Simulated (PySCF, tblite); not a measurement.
# CH₄Cl₃N₂Si₂ radical: geometry, infrared bands and EPR parameters

What infrared bands and EPR parameters should CH₄Cl₃N₂Si₂ radical (`ClC(Cl)(Cl)[Si]1N[SiH2]N1`) show?

Computed with tblite 0.8.0 and PySCF 2.14.0, with density-fitted response routines of our own, on a single molecule in the gas phase. Atoms count from 0, in the outputs and in this text.

**1. The starting structure**

12 atoms, charge 0, multiplicity 2; geometry from: force field or distance geometry start.

Bonds of the start (Å): Cl0–C1 1.79, C1–Cl2 1.77, C1–Cl3 1.77, C1–Si4 1.87, Si4–N5 1.72, N5–Si6 1.71, Si6–N7 1.70, N7–Si4 1.73, N5–H8 1.02, Si6–H9 1.47, Si6–H10 1.47, N7–H11 1.02.

**2. Geometry optimisation with GFN2-xTB**

What the job is given:

```
{"job": {"kind": "relax", "xc": "GFN2-xTB", "basis": "xTB"}, "charge": 0, "multiplicity": 2}
Cl    -2.283900    -0.484700     1.236300
C     -2.042200     0.401200    -0.305200
Cl    -2.609900     2.067100    -0.138100
Cl    -2.893700    -0.420200    -1.627800
Si    -0.205000     0.421900    -0.673100
N      0.884400     0.879400     0.575100
Si     2.055800    -0.189100    -0.061800
N      0.683000    -1.054600    -0.565100
H      0.568000     0.469700     1.448400
H      2.787900     0.396700    -1.187800
H      2.721800    -0.913800     1.033100
H      0.335200    -1.574400     0.239800
```

Command:

```
$ OMP_NUM_THREADS=1 python probes_run.py task.json out
```

One launch serves the whole session: the jobs run in the order shown.

The log of the run:

```text
step      E/eV     max force
  0    -736.40871    4.618
  1    -736.84024    1.288
  2    -736.92345    0.727
  3    -736.98524    0.778
  4    -737.03468    0.752
  5    -737.10986    0.817
  6    -737.20846    0.949
  7    -737.31614    0.861
  8    -737.41211    0.822
  9    -737.51140    0.686
 10    -737.57420    1.004
 11    -737.65539    0.594
 12    -737.68005    1.225
 13    -737.73861    0.733
 14    -737.77551    0.808
 15    -737.81610    1.648
 16    -737.88586    0.818
 17    -737.93563    0.566
 18    -737.92465    1.971
 19    -738.01016    0.562
 20    -738.03516    0.485
 21    -738.06607    1.455
 22    -738.10462    0.446
 23    -738.11805    0.377
 24    -738.13850    0.330
 25    -738.14652    0.360
 26    -738.16486    0.441
 27    -738.17843    0.342
 28    -738.18775    0.216
 29    -738.19273    0.208
 30    -738.19716    0.192
 31    -738.20189    0.233
 32    -738.20723    0.270
 33    -738.21321    0.301
 34    -738.22024    0.288
 35    -738.22760    0.487
 36    -738.23470    0.311
 37    -738.24209    0.223
 38    -738.25066    0.237
 39    -738.25978    0.271
 40    -738.26955    0.278
 41    -738.27779    0.267
 42    -738.28378    0.186
 43    -738.28736    0.173
 44    -738.29193    0.225
 45    -738.29712    0.205
 46    -738.30280    0.204
 47    -738.30726    0.180
 48    -738.30980    0.186
 49    -738.31263    0.142
 50    -738.31494    0.122
 51    -738.31711    0.117
 52    -738.31940    0.136
 53    -738.32182    0.139
 54    -738.32390    0.164
 55    -738.32582    0.150
 56    -738.32739    0.103
 57    -738.32864    0.119
 58    -738.32978    0.084
 59    -738.33060    0.092
 60    -738.33118    0.073
 61    -738.33164    0.043
 62    -738.33194    0.048
 63    -738.33209    0.021
 64    -738.33214    0.018
 65    -738.33217    0.013
 66    -738.33220    0.013
 67    -738.33223    0.013
 68    -738.33225    0.013
 69    -738.33226    0.009
```

Run time: 0.8 s. Hardware: 1 thread of Arm Neoverse V1, shared host; peak memory 0.18 GiB.

The steps of the relaxation: (not every step is listed)

```
step  energy from step 0 (eV)  largest force (eV/Å)
   0                   0.0000                4.6177
   1                  -0.4315                1.2879
   2                  -0.5147                0.7273
   3                  -0.5765                0.7779
   4                  -0.6260                0.7525
   5                  -0.7011                0.8174
   6                  -0.7997                0.9488
   7                  -0.9074                0.8606
   8                  -1.0034                0.8223
  13                  -1.3299                0.7325
  18                  -1.5159                1.9708
  23                  -1.7093                0.3769
  28                  -1.7790                0.2162
  33                  -1.8045                0.3008
  38                  -1.8419                0.2370
  43                  -1.8786                0.1727
  48                  -1.9011                0.1860
  53                  -1.9131                0.1390
  58                  -1.9211                0.0842
  63                  -1.9234                0.0213
  64                  -1.9234                0.0180
  65                  -1.9235                0.0135
  66                  -1.9235                0.0134
  67                  -1.9235                0.0128
  68                  -1.9235                0.0128
  69                  -1.9235                0.0090
```

Close pairs (by a distance rule), those that changed most:

```
   bond  before (Å)  after (Å)  change (Å)
Si4–Si6       2.420      2.601      +0.181
 C1–Si4       1.874      1.963      +0.089
 Si6–N7       1.699      1.750      +0.051
 N5–Si6       1.709      1.750      +0.041
 Si4–N5       1.719      1.740      +0.021
Si6–H10       1.472      1.455      -0.018
 N7–H11       1.019      1.003      -0.017
 Si4–N7       1.726      1.740      +0.014
```

The next job starts from the end point, and lists it.

**3. Vibrational analysis with GFN2-xTB**

What the job is given:

```
{"job": {"kind": "ir", "xc": "GFN2-xTB", "basis": "xTB"}, "charge": 0, "multiplicity": 2}
Cl    -1.960372    -0.643605     1.439593
C     -2.041553     0.273336    -0.086229
Cl    -2.795826     1.842026     0.245402
Cl    -3.069506    -0.620440    -1.219637
Si    -0.257418     0.537725    -0.861048
N      0.878874     1.048979     0.353774
Si     1.882851    -0.383306     0.295061
N      0.660832    -0.940430    -0.826854
H      1.015622     1.934023     0.804895
H      3.179824    -0.157157    -0.326602
H      1.896686    -1.124108     1.546989
H      0.611185    -1.767730    -1.391371
```

The log of the run:

```text
mode    cm-1     km/mol
  1      23.0      0.00
  2      59.2      1.19
  3      81.1      0.13
  4     131.0      2.12
  5     159.6      9.73
  6     164.5      0.30
  7     240.1      5.51
  8     241.4      2.51
  9     252.2      0.63
 10     287.5     73.32
 11     391.2      5.21
 12     424.8    143.70
 13     437.3      0.07
 14     468.4      6.61
 15     545.3     81.44
 16     559.2     34.07
 17     609.1      2.06
 18     639.6      1.82
 19     717.8      3.00
 20     735.2      7.25
 21     765.6    314.73
 22     810.9    138.79
 23     839.3    231.53
 24     910.0      4.49
 25    1039.4      9.37
 26    1087.1    325.85
 27    2294.9    445.54
 28    2320.8    207.39
 29    3526.5      0.91
 30    3533.8      0.11
```

Run time: 0.68 s. Hardware: 1 thread of Arm Neoverse V1, shared host; peak memory 0.18 GiB.

Which atoms move in the most intense modes:

```
cm⁻¹  km/mol                                 atoms
 425   143.7                     H8 40 %, H11 40 %
 545    81.4           H10 35 %, H9 34 %, Si6 15 %
 766   314.7                     H10 43 %, H9 40 %
 811   138.8   N5 19 %, N7 19 %, H11 15 %, H8 15 %
 839   231.5  N7 25 %, N5 25 %, Si4 22 %, Si6 13 %
1087   325.9   H11 31 %, H8 31 %, N7 15 %, N5 15 %
2295   445.5                     H9 68 %, H10 28 %
2321   207.4                     H10 69 %, H9 29 %
```

**4. EPR parameters: B3LYP/pcH-1**

Settings changed since step 3:

```diff
@@ -1,2 +1,2 @@
-{"job": {"kind": "ir", "xc": "GFN2-xTB", "basis": "xTB"}, "charge": 0, "multiplicity": 2}
+{"job": {"kind": "epr", "basis": "pcH-1"}, "charge": 0, "multiplicity": 2}
 Cl    -1.960372    -0.643605     1.439593
```

With the program's defaults for keys left out, this is: UKS B3LYP, pcH-1 on C Cl H N Si, non-relativistic, mean-field spin-orbit, GIAO.

The log of the run:

```text
UKS, coarse grid
  cycle   1  E = -2109.49667623  |g| = 6.44e-01
  cycle   2  E = -2109.03562240  |g| = 1.19e+00
  cycle   3  E = -2109.65774202  |g| = 1.09e-01
  cycle   4  E = -2109.66098557  |g| = 7.72e-02
  cycle   5  E = -2109.66360695  |g| = 1.91e-02
  cycle   6  E = -2109.66377288  |g| = 4.34e-03
  cycle   7  E = -2109.66378358  |g| = 8.05e-04
  cycle   8  E = -2109.66378483  |g| = 5.29e-04
UKS, final grid
  cycle   1  E = -2109.66375009  |g| = 6.15e-04
  cycle   2  E = -2109.66374996  |g| = 8.29e-04
  cycle   3  E = -2109.66375028  |g| = 9.82e-05
  cycle   4  E = -2109.66375028  |g| = 2.14e-05
E = -2109.66375028 Eh   <S^2> = 0.7520 (exact 0.7500)
g shifts (ppm)      1          2          3
  rmc          -178       -178       -178
  gc             54         48        117
  oz_so        -846       2049       2928
  total        -969       1920       2867
hyperfine (MHz)  atom isotope    a_iso     a_fc   dipolar eigenvalues
    0  35Cl       4.72       4.53     -8.57     -6.86     15.43
    1   13C     212.23     212.23     -9.97     -8.94     18.91
    2  35Cl      -0.69      -0.70     -1.21     -0.65      1.85
    3  35Cl      -0.69      -0.70     -1.20     -0.64      1.84
    4  29Si    -759.44    -760.31   -124.38     59.46     64.92
    5   14N      10.85      10.85     -4.73     -4.39      9.12
    6  29Si      -3.46      -3.46     -3.14      1.46      1.68
    7   14N      10.87      10.87     -4.71     -4.37      9.08
    8    1H      -6.04      -6.04     -6.70     -2.67      9.37
    9    1H      -2.35      -2.35     -1.31     -1.04      2.35
   10    1H      43.13      43.13     -1.31     -0.54      1.86
   11    1H      -6.02      -6.02     -6.68     -2.66      9.35
```

Run time: 2.1 min. Hardware: 1 thread of Arm Neoverse V1, shared host; peak memory 1.1 GiB.

Principal g values 2.00135, 2.00424, 2.00519; g(iso) = 2.00359, against 2.00232 for a free electron.

Hyperfine couplings; where a row names several nuclei, a(iso) is their mean (it holds for fast rotation or exchange) and the dipolar term the largest among them:

```
       nuclei  isotope  a(iso) (MHz)  a(iso) (G, at g = 2.0023)  largest dipolar term (MHz)
          Si4     29Si        -759.4                     -271.0                      -124.4
           C1      13C         212.2                       75.7                        18.9
      H9, H10       1H          20.4                        7.3                         2.4
       N5, N7      14N          10.9                        3.9                         9.1
      H8, H11       1H          -6.0                       -2.2                         9.4
          Si6     29Si          -3.5                       -1.2                        -3.1
Cl0, Cl2, Cl3     35Cl           1.1                        0.4                        15.4
```

Mulliken spin populations:

```
atom  value (e)
 Cl0       0.04
  C1       0.07
 Cl2       0.00
 Cl3       0.00
 Si4       0.72
  N5       0.07
 Si6       0.01
  N7       0.07
  H8       0.00
  H9       0.00
 H10       0.02
 H11       0.00
```

In first order the couplings over 0.8 MHz of 1H, 14N, 35Cl give 450 distinct lines over 37.9 G, if the averaged nuclei exchange fast; the same motion can average rows kept apart here too.

The fields below are evaluated on a grid from the run's orbitals.

ELF in a plane through or near 7 of the atoms.

Ten even steps from ' ' (0.00) to '@' (1.00):
```
                                                        
                                                        
                                                        
                    ..++**--        ..::....            
                    **@@@@%%::    ::++####**==::        
                  ..**@@@@%%--    --%%%%%%%%##++::      
          ..      ::++%%%%##==..  ::##**++**++%%**::    
      ..++**==::..++##====####::    ++++**++++%%##--    
      **@@@@@@%%====%%##==%%##----==++##**++%%%%**::    
    ::%%@@@@@@@@==....------  ..%%@@==++++::....        
    ::%%@@@@@@@@--....------  ..%%@@==++++::....        
      **@@@@@@%%====%%##==%%##----==++##++++%%%%**::    
      ..++**==::..++##==++####::    ++++++++++%%##--    
                  ::++%%%%##==..  ::####==++++%%**::    
                  ..**@@@@%%--    --##%%%%%%##++::      
                    **@@@@%%::    ::++####**==..        
                    ..++**--        ..::....            
                                                        
                                                        
                                                        
```
The map spans 11.5 Å across and 9.5 Å up, centred on the molecule. Atoms in the plane (x, y in Å): Cl2 (3.0, 1.4), Cl3 (3.0, -1.4), N5 (-0.7, 1.2), N7 (-0.7, -1.2), H8 (-0.8, 2.2), H9 (-3.1, 0.0), H11 (-0.8, -2.2).

log10 of the density (e/Å³) in the same plane.

Ten even steps from ' ' (-4.0) to '@' (2.0):
```
                                                        
                                                        
                    ........      ....::::::....        
                  ..::------::....::----------::....    
              ..::--==++++==--::::--====++++====--::..  
          ....::--==++****++==----==++******++++==--..  
      ..::::----====++**##**++======++**%%@@****==--::  
    ..::----======++**##@@##**++==++****@@@@##**==--::..
  ..::::--==++++++++**######**++++++**********++==--::  
  ..::--==++******************************++++==--::..  
  ..::--==++******************************++++==--::..  
  ..::::--==++++++++**######**++++++**********++==--::  
    ..::----======++**##@@##**++==++****@@@@##**==--::..
      ..::::----====++**##**++======++**%%%%##**==--::..
          ....::--==++****++==----==++********++==--....
              ..::--==++++==--::::--====++++====--::..  
                  ..::------::....::::--------::....    
                    ........      ....::::::....        
                                                        
                                                        
```
The map spans 11.5 Å across and 9.5 Å up, centred on the molecule. Atoms in the plane (x, y in Å): Cl2 (3.0, 1.4), Cl3 (3.0, -1.4), N5 (-0.7, 1.2), N7 (-0.7, -1.2), H8 (-0.8, 2.2), H9 (-3.1, 0.0), H11 (-0.8, -2.2).

On the surface of density 0.002 e/bohr³ the electrostatic potential runs, from the 1st to the 99th percentile, from -0.68 V near N5 to 1.88 V near Si6.

The spin density lies nearest to Si4 63 %; C1 10 %; N5, N7 about 8 % each.

**5. Summary of results**

| quantity | value |
| --- | --- |
| strongest single infrared mode (GFN2-xTB) | 2295 cm⁻¹, 446 km/mol |
| zero-point energy (GFN2-xTB) | 34.7 kcal/mol |
| g(iso) (B3LYP) | 2.00359 |
| ⟨S²⟩ | 0.752 (exact 0.75) |
| largest a(iso) (averaged by class) | 29Si on Si4, -759.4 MHz |
| potential on the surface of density 0.002 e/bohr³, 1st and 99th percentile | -0.68 V and 1.88 V |

In words: Relaxing lowered the energy by 1.924 eV in 69 steps; the close pair that moved most is Si4–Si6, from 2.420 to 2.601 Å. All 30 modes are real, so the xTB geometry is a minimum. The strongest single mode, at 2295 cm⁻¹, moves mainly H9. GFN2-xTB is a fitted tight-binding method: band positions and strengths are rough. Its intensities can rank the bands wrongly. Si4 carries the largest spin population, 0.72 e. The isotropic g lies 1.3 ppt above the free-electron value. The conformer search found further structures of the same energy, which may be mirror or relabelled copies of this one.
